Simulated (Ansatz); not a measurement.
**C₂H₆SSi: up Jacob's ladder to CCSD(T)**

One table from this session's results is given with a row withheld; the runs are named, their logs left out.

The runs use Ansatz 0.2.0, Gaussian basis; functionals in def2-TZVPP, the program's frozen cores in correlated methods.

The runs, in order: LDA (SPW92), PBE-D4, revPBE-D4, BLYP-D4, r2SCAN-D4, B97M-V, PBE0-D4, B3LYP-D4, r2SCANh-D4, r2SCAN0-D4, HSE06-D4, BHLYP-D4, CAM-B3LYP-D4, LC-ωPBE, ωB97X-V, ωB97M-V, B2PLYP, PBE-QIDH; CCSD(T)/def2-SVP; CCSD(T)/def2-TZVPP; MP2/def2-QZVPP; extrapolation to the limit; RPA on PBE.

### The geometry

All runs share one geometry, relaxed beforehand with PBE0-D4 in a triple-zeta def2 set.

10 atoms, charge 0, spin multiplicity 1.

Atoms are counted from 1 here; the program's logs count them from 0.

Bond lengths: C1–C2 1.542 Å, C1–Si4 1.879 Å, C1–H5 1.090 Å, C1–H6 1.092 Å, C2–S3 1.854 Å, C2–H7 1.090 Å, C2–H8 1.090 Å, S3–Si4 2.136 Å, Si4–H9 1.487 Å, Si4–H10 1.489 Å. Angles: C2–C1–Si4 93.6°, C2–C1–H5 113.9°, C2–C1–H6 111.0°, Si4–C1–H5 118.4°, Si4–C1–H6 110.9°, H5–C1–H6 108.3°, C1–C2–S3 103.3°, C1–C2–H7 114.1°, C1–C2–H8 112.1°, S3–C2–H7 109.7°, S3–C2–H8 108.8°, H7–C2–H8 108.7°, C2–S3–Si4 77.4°, C1–Si4–S3 83.1°, C1–Si4–H9 118.1°, C1–Si4–H10 115.6°, S3–Si4–H9 116.2°, S3–Si4–H10 114.9° and more.

The first run:

Contents of in.yaml:

```yaml
crystal:
  periodic: [false, false, false]
  atoms:
    - {symbol: C, position_ang: [-0.708806, 0.271305, -0.357525]}
    - {symbol: C, position_ang: [-0.102445, -1.142085, -0.473432]}
    - {symbol: S, position_ang: [1.169414, -1.170939, 0.875224]}
    - {symbol: Si, position_ang: [0.674939, 0.903137, 0.746107]}
    - {symbol: H, position_ang: [-0.872890, 0.762370, -1.317144]}
    - {symbol: H, position_ang: [-1.657027, 0.247663, 0.182869]}
    - {symbol: H, position_ang: [-0.819404, -1.948677, -0.319703]}
    - {symbol: H, position_ang: [0.396547, -1.296862, -1.429905]}
    - {symbol: H, position_ang: [0.304589, 1.571733, 2.022117]}
    - {symbol: H, position_ang: [1.698082, 1.751254, 0.074292]}
basis:
  gaussian: {orbitals: def2-TZVPP}
hamiltonian: {xc: lda}
output: {orbitals: {seedname: orbitals}}
```

On the command line:

```console
ansatz run in.yaml --threads 2 --pin off --events-out ev --progress --plain --max-ram 4352MiB
```

Steps of the session up to this table: LDA; PBE-D4 (GGA); revPBE-D4 (GGA); BLYP-D4 (GGA); r2SCAN-D4 (meta-GGA); B97M-V (meta-GGA); B3LYP-D4 (hybrid); r2SCANh-D4 (hybrid); r2SCAN0-D4 (hybrid); HSE06-D4 (hybrid); BHLYP-D4 (hybrid); CAM-B3LYP-D4 (range-separated); LC-ωPBE (range-separated); ωB97X-V (range-separated); ωB97M-V (range-separated); B2PLYP (double hybrid); PBE-QIDH (double hybrid).

One of the session's tables, all rows but one given; the rest of the session is left out.

It belongs to the step «Orbital energies across the functionals». 

```
  functional  HOMO (eV)  gap (eV)
 LDA (SPW92)      -5.68      4.44
      PBE-D4      -5.60      4.59
   revPBE-D4      -5.56      4.66
     BLYP-D4      -5.44      4.56
   r2SCAN-D4      -5.84      5.20
      B97M-V      -5.97      5.20
     PBE0-D4      -6.79      6.63
    B3LYP-D4      -6.55      6.18
  r2SCANh-D4      -6.28      5.93
  r2SCAN0-D4      -6.94      7.01
    HSE06-D4      -6.39      5.86
    BHLYP-D4          ?         ?
CAM-B3LYP-D4      -8.08      8.91
     LC-ωPBE      -9.47     11.46
     ωB97X-V      -9.12     10.97
     ωB97M-V      -8.96     10.48
```

Q: Estimate the row for BHLYP-D4 from the others.

Worked estimate for «HOMO (eV)». Against the share of exact exchange, BLYP-D4 (0, -5.44), B3LYP-D4 (0.2, -6.55) give a slope of -5.55 per unit share; at 0.5 the line stands at -8.21.

As computed: HOMO (eV): -7.84; gap (eV): 8.54. In «HOMO (eV)» the line misses by -0.37.
